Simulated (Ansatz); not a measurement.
**AlO (SMILES [O]=[Al]): RPA@PBE/6-31G**

Aim: the electronic atomisation energy of AlO at RPA@PBE/6-31G, from 3 runs. 

The calculation is run with Ansatz 0.2.0.

48 further runs of the same task are left out: 2 that didn't finish, 46 set aside as unsound or not needed.

### Step 1. Starting point

The species is AlO (2 atoms), meant as a doublet with charge 0. SMILES: `[O]=[Al]`. The coordinates come from a PBE0-D4/def2-TZVP relaxation.

Bond lengths: O1–Al2 1.620 Å.

### Step 2. A single-point energy at RPA@PBE/6-31G

The input, molecule.yaml:

```yaml
crystal:
  periodic: [false, false, false]
  atoms:
    - {symbol: O, position_ang: [0.000000, -0.000000, -0.024920]}
    - {symbol: Al, position_ang: [-0.000000, 0.000000, 1.594970]}
basis:
  gaussian: {orbitals: 6-31G}
hamiltonian: {xc: {name: PBE}}
magnetization: {spin_polarized: true, initial_magnetization: 1}
correlation: {method: rpa, frozen_orbitals: {Al: 5, O: 1}}
accuracy: high
```

Launch:

```bash
$ ansatz run molecule.yaml --threads 1 --pin off --max-ram 3480MiB --events-out events.jsonl --progress --plain --runs-dir runs
```

The log of the run:

```text
Warning: RAYON_NUM_THREADS=1 ignored (pool sized by the plan → 1); use --threads N
Functional definition: PBE
  name "PBE"
  parameter kappa = 0.804
  parameter beta = 0.06672455060314922
  exchange = pbe_x(kappa = kappa, mu = beta*pi^2/3)
  correlation = pbe_c(beta = beta)
414 factors; integrals over basis functions are off by at most 2.8e-9 eV
mean field evaluation 1: about -8621.1020 eV, gradient 5.5e1 eV
mean field evaluation 2: about -8621.0977 eV, gradient 5.5e1 eV
mean field evaluation 4: about -8629.5965 eV, gradient 3.0e1 eV
mean field evaluation 8: about -8635.5072 eV, gradient 4.0e0 eV
mean field evaluation 16: about -8635.5816 eV, gradient 3.7e-4 eV
mean field evaluation 32: about -8634.2005 eV, gradient 1.2e-7 eV
mean field evaluation 64: about -8575.8759 eV, gradient 4.6e1 eV
mean field evaluation 96: about -8627.7055 eV, gradient 1.1e1 eV
mean field -8635.58164808 eV, -317.3517721596 hartree, gradient 3.6e-8 eV, S^2 0.753284; 7 other end points of the search recorded, 0 dependent functions left out
6 core orbitals not correlated: weight in the atoms' cores, before any rotation towards them, 1.000 or more for the frozen orbitals, at most 0.000 for the correlated occupied ones
reference -8616.28650392 eV, -316.6426886903 hartree; 5, 4 occupied and 11, 12 virtual orbitals, 414 factors
Total energy: -8623.79111492 eV, -316.9184780578 hartree
```

Wall time 2.5 s (1 thread of Intel Xeon Platinum 8488C (Sapphire Rapids), shared host); peak memory 0.13 GiB.

### Step 3. The Al atom at the same level

The input, input.yaml:

```yaml
crystal:
  periodic: [false, false, false]
  atoms:
    - {symbol: Al, position_ang: [0.000000, 0.000000, 0.000000]}
basis:
  gaussian:
    orbitals: 6-31G
magnetization:
  spin_polarized: true
  initial_magnetization: 1
hamiltonian:
  xc: pbe
correlation:
  method: rpa
  frozen_orbitals: {Al: 5}
accuracy: high
```

Run the same way, it converges to -241.90916 Eh (log not shown).

### Step 4. The O atom at the same level

The input, job.yaml:

```yaml
crystal:
  periodic: [false, false, false]
  atoms:
    - symbol: O
      position_ang: [0.000000, 0.000000, 0.000000]
basis:
  gaussian: {orbitals: 6-31G}
magnetization: {spin_polarized: true, initial_magnetization: 2}
hamiltonian: {xc: {name: PBE}}
correlation: {method: rpa, frozen_orbitals: {O: 1}}
accuracy: high
```

Run the same way, it converges to -74.89120 Eh (log not shown).

### Step 5. What came out

At RPA@PBE/6-31G, 6 core orbitals frozen:

```
                                   quantity          value
                     molecule: total energy  -316.91848 Eh
 molecule: RPA correlation energy (valence)     -275.8 mEh
molecule: ⟨S²⟩ of the reference determinant          0.753
                      Al atom: total energy  -241.90916 Eh
  Al atom: RPA correlation energy (valence)      -57.4 mEh
 Al atom: ⟨S²⟩ of the reference determinant          0.750
                       O atom: total energy   -74.89120 Eh
   O atom: RPA correlation energy (valence)     -111.9 mEh
  O atom: ⟨S²⟩ of the reference determinant          2.001
              electronic atomisation energy       3.214 eV
```

What this shows: Taking the molecule apart into free atoms costs 3.21 eV (74 kcal/mol), before zero-point energy and without spin-orbit coupling. The basis has no polarisation functions, which makes bonds too weak.
